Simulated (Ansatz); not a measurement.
**BiTe under changes of volume**

One of the cells (33.725 Å³/atom); the others are scaled copies at fixed shape and fractional positions:

```
Bi Te
1.0
     2.42271    1.39875    3.31729
    -2.42271    1.39875    3.31729
     0.00000   -2.79750    3.31729
Bi Te
1 1
Cartesian
  0.0000 0.0000 4.9759
  0.0000 0.0000 0.0000
```

The cell comes from a database or a generator and needn't be the stable form of this composition.

| Property | Result |
| --- | --- |
| Program | Ansatz 0.2.0 |
| Functional | PBE |
| Potentials or basis | all-electron LAPW, scalar-relativistic |
| Cutoff | 189 eV (chosen from the basis error) |
| Basis error allowed | 0.0005 eV/atom |
| k mesh | 7 × 7 × 7 |
| Occupations | fermi-dirac, width 0.05 eV |
| Spin | no spin polarisation |

```csv
volume (Å³/atom),energy over the lowest point (meV/atom),pressure (GPa)
31.701,22.84,3.6
32.376,10.30,2.3
33.050,2.86,1.2
33.725,0.00,0.2
34.399,1.24,-0.8
35.074,6.16,-1.6
35.748,?,?
```

Q: What does the run at 35.748 Å³/atom give?

A: Energy over the lowest point 14.37 meV/atom; pressure -2.3 GPa.

Worked out: A Birch-Murnaghan fit of order 3 (a polynomial in V^(-2/3)) to the other rows has its minimum at 33.85 Å³/atom with B0 = V·E''(V) = 48 GPa and B' = 4.4 at fixed shape and positions, which overstates the stiffness. It gives 14.38 meV/atom at 35.748 Å³/atom, against the run's 14.37, and -dE/dV = -2.3 GPa, against -2.3.

Energies are extrapolated to zero smearing.
